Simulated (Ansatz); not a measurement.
Born–Oppenheimer molecular dynamics of a periodic cell of 17 atoms, NaBe$_{16}$ (host Be, host structure P6_3/mmc, interstitial Na). It starts from a relaxed structure.

The calculation used DFT PBEsol, scalar-relativistic, plane waves, PAW in Ansatz. Settings: accuracy low, cutoff 420 eV, k mesh 3x3x2, fermi-dirac smearing 0.05 eV, no spin polarisation.

```
ensemble        : NVT, Nosé–Hoover chain
time step       : 6 fs
steps asked     : 120
set temperature : 600 K
thermostat      : time constant 200 fs, chain length 5
seed            : 835270
```

Frames 30 fs apart, positions in Å, forces in eV/Å.

Velocities at 180.0 fs (Å/ps):

```
Be 1.28 4.13 3.00
Be -0.36 9.98 -11.92
Be 0.39 -0.80 3.07
Be -0.72 11.62 7.79
Be -8.18 2.07 4.53
Be 1.85 -6.50 -8.09
Be -2.63 -7.63 3.21
Be -1.14 -3.10 -5.79
Be -3.62 -7.57 0.95
Be -1.69 1.08 -1.02
Be 1.07 -1.93 -1.79
Be 5.47 -6.98 11.53
Be 0.59 -6.41 8.35
Be 0.72 5.29 -9.72
Be -0.21 3.63 -4.21
Be 9.29 3.37 3.52
Na -0.83 -0.09 -1.34
```

```xyz
17
Lattice="-2.3091 -3.9995 0.0000 3.4636 -1.9997 0.0000 0.0000 0.0000 7.2254" Properties=species:S:1:pos:R:3:forces:R:3 time_fs=180.0 energy_less_start_eV=0.910 T=333
Be -0.950 -2.563 1.278 0.54 -0.23 0.41
Be 1.405 -3.409 2.419 -1.00 0.22 0.71
Be -0.028 -2.794 4.816 0.20 0.92 0.08
Be 1.811 -3.810 5.836 -0.92 -1.23 0.66
Be 2.722 -2.644 1.044 -0.69 1.06 -0.77
Be 0.048 -1.425 2.799 0.11 -0.04 0.63
Be 2.178 -2.547 4.325 0.38 0.03 0.35
Be -0.117 -0.866 6.167 0.29 -0.31 0.12
Be 1.136 -0.561 1.361 0.97 0.51 -0.74
Be 2.515 -1.314 2.640 -0.03 -0.92 -0.98
Be 1.028 -0.582 4.642 0.48 0.09 -0.33
Be 2.521 -1.181 6.063 -0.66 0.75 -1.55
Be 0.684 -4.513 0.575 0.31 -0.40 0.97
Be -0.784 -3.476 3.094 -0.10 0.12 -0.94
Be 1.069 -4.556 4.144 0.24 0.18 0.95
Be -0.987 -3.550 6.655 -0.86 -0.76 0.05
Na 0.850 -2.358 -0.042 0.75 0.02 0.40
17
Lattice="-2.3091 -3.9995 0.0000 3.4636 -1.9997 0.0000 0.0000 0.0000 7.2254" Properties=species:S:1:pos:R:3:forces:R:3 time_fs=210.0 energy_less_start_eV=0.961 T=352
Be -0.775 -2.418 1.277 -0.53 -0.64 0.85
Be 1.137 -3.262 2.520 1.11 -0.38 -0.34
Be -0.105 -2.559 4.755 -0.07 -0.72 -0.15
Be 1.712 -4.049 6.124 0.98 1.67 -0.93
Be 2.723 -2.558 0.826 -0.02 0.35 0.57
Be 0.060 -1.376 2.888 -0.01 0.08 -0.84
Be 2.324 -2.638 4.410 -0.84 0.06 -0.28
Be -0.108 -0.944 6.035 -0.15 0.15 0.00
Be 1.167 -0.474 1.217 0.62 -0.26 1.52
Be 2.493 -1.466 2.667 -0.10 0.77 -0.72
Be 1.227 -0.597 4.460 -0.96 -0.69 1.21
Be 2.389 -1.146 5.917 0.48 -0.42 1.24
Be 0.859 -4.587 0.733 -0.78 -0.44 -0.54
Be -0.843 -3.469 3.043 -0.35 1.03 -1.12
Be 1.112 -4.522 4.240 -0.08 -0.25 -0.13
Be -1.117 -3.694 6.676 0.67 0.12 0.20
Na 0.849 -2.371 -0.014 0.03 -0.42 -0.56
17
Lattice="-2.3091 -3.9995 0.0000 3.4636 -1.9997 0.0000 0.0000 0.0000 7.2254" Properties=species:S:1:pos:R:3:forces:R:3 time_fs=240.0 energy_less_start_eV=0.987 T=350
Be -0.916 -2.422 1.339 0.66 -0.02 -0.24
Be 1.299 -3.418 2.560 -0.79 0.45 -0.10
Be -0.134 -2.591 4.641 0.30 0.19 0.65
Be 1.843 -3.938 5.996 0.39 -0.19 0.52
Be 2.896 -2.529 0.803 -0.22 -0.20 -0.08
Be 0.051 -1.232 2.686 0.02 -0.66 0.78
Be 2.068 -2.583 4.334 0.96 -0.20 0.60
Be -0.018 -0.898 5.938 -0.99 -0.69 0.16
Be 1.396 -0.430 1.371 -1.01 -0.18 0.03
Be 2.542 -1.291 2.602 0.00 -0.66 0.59
Be 1.145 -0.646 4.523 0.91 0.25 -0.42
Be 2.541 -1.223 6.130 -1.41 0.17 -0.62
Be 0.825 -4.630 0.586 0.32 0.67 0.82
Be -1.149 -3.272 3.101 0.83 -0.39 -1.17
Be 1.010 -4.739 4.422 0.12 0.48 -0.94
Be -1.082 -3.694 6.845 -0.40 0.29 -1.08
Na 0.825 -2.458 -0.048 0.31 0.68 0.49
17
Lattice="-2.3091 -3.9995 0.0000 3.4636 -1.9997 0.0000 0.0000 0.0000 7.2254" Properties=species:S:1:pos:R:3:forces:R:3 time_fs=270.0 energy_less_start_eV=1.157 T=324
Be -0.705 -2.445 1.240 -1.47 0.32 -0.07
Be 1.142 -3.306 2.526 0.92 -0.56 -0.16
Be -0.077 -2.733 4.803 0.08 0.34 -0.25
Be 1.790 -3.857 6.009 -0.12 -0.31 0.31
Be 2.759 -2.441 0.823 0.56 -1.07 -0.15
Be 0.103 -1.465 2.891 -0.30 0.76 -0.29
Be 2.220 -2.637 4.411 -0.41 0.19 -0.86
Be -0.046 -0.901 5.915 -0.61 -0.76 0.10
Be 1.179 -0.590 1.356 0.29 0.83 -0.43
Be 2.431 -1.498 2.616 0.57 0.71 0.72
Be 1.272 -0.619 4.461 -0.20 0.04 -0.40
Be 2.307 -1.150 6.130 1.55 0.04 -0.95
Be 0.760 -4.547 0.747 0.69 0.26 -0.14
Be -0.921 -3.240 2.907 -0.78 -1.29 1.47
Be 1.182 -4.644 4.280 -0.73 -0.51 0.35
Be -1.233 -3.643 6.583 0.87 1.19 1.59
Na 0.885 -2.387 0.022 -0.92 -0.17 -0.83
17
Lattice="-2.3091 -3.9995 0.0000 3.4636 -1.9997 0.0000 0.0000 0.0000 7.2254" Properties=species:S:1:pos:R:3:forces:R:3 time_fs=300.0 energy_less_start_eV=1.146 T=356
Be -0.980 -2.487 1.505 0.84 -0.73 -2.20
Be 1.395 -3.424 2.474 -1.51 1.25 0.99
Be -0.045 -2.752 4.838 -0.17 -0.10 -0.21
Be 1.736 -3.873 6.005 0.69 0.21 -0.09
Be 2.747 -2.618 0.794 -0.19 0.23 0.60
Be 0.048 -1.426 2.716 0.81 0.79 1.03
Be 2.192 -2.624 4.358 0.35 -0.05 -0.24
Be -0.115 -0.905 5.988 -0.33 0.56 0.06
Be 1.229 -0.374 1.321 -0.70 -1.51 0.38
Be 2.479 -1.307 2.610 0.14 -1.38 -0.81
Be 1.137 -0.745 4.579 0.15 0.59 -0.90
Be 2.585 -1.067 5.924 -1.45 -0.64 1.18
Be 0.723 -4.563 0.653 0.76 0.19 -0.31
Be -0.778 -3.589 3.047 0.07 1.07 1.01
Be 1.130 -4.698 4.213 0.45 0.32 0.12
Be -1.098 -3.576 6.839 -0.39 -0.33 -1.51
Na 0.798 -2.265 -0.044 0.50 -0.48 0.89
17
Lattice="-2.3091 -3.9995 0.0000 3.4636 -1.9997 0.0000 0.0000 0.0000 7.2254" Properties=species:S:1:pos:R:3:forces:R:3 time_fs=330.0 energy_less_start_eV=0.915 T=467
Be -0.904 -2.605 1.286 -0.27 0.27 1.22
Be 1.235 -3.219 2.521 0.99 -0.63 -0.37
Be 0.004 -2.655 4.856 -0.26 0.17 -0.52
Be 1.749 -3.970 6.032 -0.01 0.91 -0.29
Be 2.618 -2.636 0.916 0.82 0.41 -0.23
Be 0.079 -1.355 2.928 -0.28 -0.63 -1.25
Be 2.249 -2.606 4.334 -0.41 -0.03 0.33
Be -0.157 -0.796 6.017 0.28 -0.21 0.41
Be 1.247 -0.627 1.263 0.05 0.83 0.92
Be 2.878 -1.435 2.484 -0.18 0.57 -0.01
Be 1.111 -0.585 4.557 -0.07 0.22 -0.29
Be 2.222 -1.187 6.009 1.18 -0.29 -0.10
Be 0.824 -4.492 0.514 -1.03 -1.20 0.59
Be -0.699 -3.394 3.061 -0.69 -0.64 0.18
Be 1.036 -4.667 4.298 0.21 0.41 -0.64
Be -0.990 -3.639 6.613 -0.26 -0.12 0.72
Na 0.752 -2.327 0.025 -0.06 -0.06 -0.67
17
Lattice="-2.3091 -3.9995 0.0000 3.4636 -1.9997 0.0000 0.0000 0.0000 7.2254" Properties=species:S:1:pos:R:3:forces:R:3 time_fs=360.0 energy_less_start_eV=0.815 T=534
Be -1.042 -2.486 1.360 0.40 -1.18 0.03
Be 1.350 -3.274 2.478 -0.19 0.61 -0.58
Be -0.135 -2.519 4.711 0.42 0.14 0.79
Be 1.727 -3.841 5.943 0.01 -0.96 0.46
Be 2.856 -2.621 0.878 -0.89 -0.41 -0.29
Be 0.022 -1.501 2.716 -0.39 0.40 1.35
Be 2.183 -2.537 4.387 0.37 -0.03 -0.49
Be -0.077 -0.918 6.095 -0.98 -0.33 -0.23
Be 1.213 -0.515 1.552 1.37 0.08 -1.47
Be 2.992 -1.478 2.448 0.19 0.64 1.05
Be 0.896 -0.426 4.564 0.28 0.48 -0.09
Be 2.412 -1.215 5.932 -0.25 0.54 -0.56
Be 0.753 -4.743 0.514 -0.85 0.86 -0.15
Be -0.611 -3.443 3.121 -0.26 0.03 -1.08
Be 1.081 -4.319 4.126 -0.44 -1.25 0.52
Be -1.134 -3.706 6.761 0.49 0.27 0.25
Na 0.759 -2.455 0.064 0.70 0.11 0.52
17
Lattice="-2.3091 -3.9995 0.0000 3.4636 -1.9997 0.0000 0.0000 0.0000 7.2254" Properties=species:S:1:pos:R:3:forces:R:3 time_fs=390.0 energy_less_start_eV=0.601 T=681
Be -1.084 -2.624 1.407 0.29 -0.12 -0.90
Be 1.467 -3.042 2.319 -1.34 -0.23 1.52
Be 0.005 -2.559 4.779 -0.24 0.02 0.35
Be 1.736 -4.253 5.985 0.58 1.08 -0.64
Be 2.900 -2.617 0.924 0.36 -0.12 0.18
Be -0.065 -1.415 2.919 0.66 -0.24 -0.68
Be 2.163 -2.522 4.280 0.05 -0.18 0.15
Be -0.318 -0.902 6.082 0.21 -0.12 -0.61
Be 1.343 -0.750 1.450 -0.21 0.64 1.29
Be 2.986 -1.379 2.477 0.36 -0.30 -0.03
Be 0.803 -0.041 4.665 -1.07 -1.11 1.29
Be 2.306 -1.093 5.665 -0.52 0.23 0.79
Be 0.630 -4.641 0.405 0.21 -0.63 0.13
Be -0.656 -3.506 3.086 0.96 -0.06 -0.39
Be 1.067 -4.388 4.126 0.32 1.52 -1.20
Be -1.233 -3.884 6.860 0.74 0.08 0.75
Na 0.929 -2.426 0.126 -1.37 -0.46 -1.99
17
Lattice="-2.3091 -3.9995 0.0000 3.4636 -1.9997 0.0000 0.0000 0.0000 7.2254" Properties=species:S:1:pos:R:3:forces:R:3 time_fs=420.0 energy_less_start_eV=0.302 T=867
Be -0.918 -2.584 1.341 -0.44 -1.11 1.20
Be 1.218 -2.970 2.419 0.77 -0.87 -0.13
Be -0.004 -2.673 4.873 -0.22 0.54 -0.70
Be 1.750 -4.171 5.907 0.14 -0.25 0.85
Be 2.879 -2.721 1.057 0.45 1.49 0.24
Be -0.155 -1.498 2.986 -0.20 0.30 -0.11
Be 2.222 -2.486 4.411 -1.09 -0.83 -0.41
Be -0.351 -0.740 6.236 -0.07 0.97 -1.09
Be 1.514 -1.027 1.705 -1.29 0.80 -0.57
Be 3.241 -1.340 2.588 -0.08 -0.87 -0.16
Be 0.456 0.273 4.723 0.80 -2.62 1.43
Be 2.126 -0.855 5.465 0.31 0.98 -0.03
Be 0.607 -4.873 0.319 0.79 -0.21 0.09
Be -0.573 -3.700 3.264 0.27 -0.40 -0.56
Be 1.426 -4.169 3.984 0.13 1.69 -0.54
Be -1.130 -3.933 7.103 -0.57 0.12 -0.65
Na 0.828 -2.485 -0.247 0.31 0.28 1.12
17
Lattice="-2.3091 -3.9995 0.0000 3.4636 -1.9997 0.0000 0.0000 0.0000 7.2254" Properties=species:S:1:pos:R:3:forces:R:3 time_fs=450.0 energy_less_start_eV=0.428 T=842
Be -0.872 -2.913 1.710 -0.26 0.92 -1.26
Be 1.220 -3.261 2.229 -0.10 0.39 0.01
Be -0.114 -2.262 4.688 -0.21 -0.81 0.65
Be 1.968 -4.291 6.060 -0.75 -0.02 -0.49
Be 2.883 -2.660 1.058 -0.61 -0.61 0.00
Be -0.206 -1.513 2.958 0.21 -0.09 -0.53
Be 1.892 -2.294 4.510 0.90 -0.86 -1.77
Be -0.648 -0.337 6.230 1.38 0.52 0.75
Be 1.316 -0.919 1.637 1.12 -1.09 -0.02
Be 3.212 -1.559 2.749 -0.50 -0.43 -1.63
Be 0.632 -0.131 4.745 -1.28 -0.03 0.11
Be 2.454 -0.472 5.287 -0.04 -0.18 1.12
Be 0.718 -4.791 0.391 0.50 0.13 0.72
Be -0.332 -4.033 3.331 -0.98 1.19 0.37
Be 1.529 -4.298 3.896 1.77 1.19 0.99
Be -1.027 -3.948 7.018 -1.35 -0.91 0.23
Na 0.704 -2.400 -0.293 0.20 0.70 0.76
17
Lattice="-2.3091 -3.9995 0.0000 3.4636 -1.9997 0.0000 0.0000 0.0000 7.2254" Properties=species:S:1:pos:R:3:forces:R:3 time_fs=480.0 energy_less_start_eV=0.395 T=821
Be -0.850 -2.978 1.463 0.38 0.44 0.98
Be 1.226 -3.279 2.273 0.38 -0.08 -0.67
Be 0.023 -2.356 4.817 0.17 0.41 -0.75
Be 1.993 -4.646 6.149 -0.19 1.54 -1.05
Be 2.697 -2.863 0.941 0.63 0.61 0.54
Be -0.015 -1.667 2.977 -0.71 0.73 -0.21
Be 1.952 -2.189 3.901 -0.21 0.77 1.37
Be -0.595 0.051 6.384 -1.44 -0.18 -0.70
Be 1.443 -1.090 1.618 -0.51 -0.02 1.30
Be 3.200 -1.536 2.437 0.73 -0.60 0.63
Be 0.455 -0.341 4.804 0.23 -0.24 -1.17
Be 2.331 -0.176 5.392 0.86 -1.33 0.73
Be 0.827 -4.560 0.626 -0.20 -0.32 -0.39
Be -0.407 -3.753 3.361 0.15 -1.34 -0.41
Be 1.649 -4.435 3.897 -0.72 0.94 1.30
Be -1.113 -4.209 7.117 -0.15 0.30 -0.15
Na 0.629 -2.265 -0.159 0.60 -1.62 -1.36
17
Lattice="-2.3091 -3.9995 0.0000 3.4636 -1.9997 0.0000 0.0000 0.0000 7.2254" Properties=species:S:1:pos:R:3:forces:R:3 time_fs=510.0 energy_less_start_eV=0.960 T=584
Be -0.481 -2.798 1.534 -1.72 -1.31 -0.58
Be 1.317 -3.262 2.349 -0.52 0.10 -0.14
Be 0.276 -2.531 4.613 -0.95 0.46 0.68
Be 1.971 -4.358 5.985 0.21 -1.72 2.04
Be 2.910 -2.711 1.022 -1.90 -1.00 0.73
Be -0.334 -1.576 2.941 1.00 -0.40 0.95
Be 2.034 -1.577 4.028 -0.20 -2.93 0.44
Be -0.831 -0.072 6.105 1.41 -0.30 0.30
Be 1.417 -1.194 1.890 -0.13 0.30 -1.01
Be 3.501 -1.578 2.631 -0.21 1.49 -0.51
Be 0.381 -0.488 4.472 0.05 0.52 0.79
Be 2.112 -0.311 5.567 -0.03 1.50 -0.58
Be 0.747 -4.746 0.677 -0.53 0.77 -0.59
Be -0.305 -3.910 3.382 -0.54 1.96 -1.36
Be 1.442 -4.039 4.270 1.37 -0.97 -1.60
Be -1.475 -4.152 7.184 2.64 0.53 -0.32
Na 0.681 -2.550 -0.352 0.07 1.00 0.75
```

Of the whole run (720 fs, mean temperature of the second half 794 K): The conserved energy wandered by up to 12.2 meV per atom (net 2.3 meV per atom), which is poor conservation. The mean temperature of the second half is 32 % above the set value. A run of 0.72 ps of so small a system gives no equilibrium averages. Limits of this set-up: coarse k mesh, low accuracy level.

The run took 7.5 min on 1 thread of Intel(R) Xeon(R) Platinum 8259CL CPU @ 2.50GHz (Skylake/Cascade Lake) (shared host), peak memory 0.53 GiB.
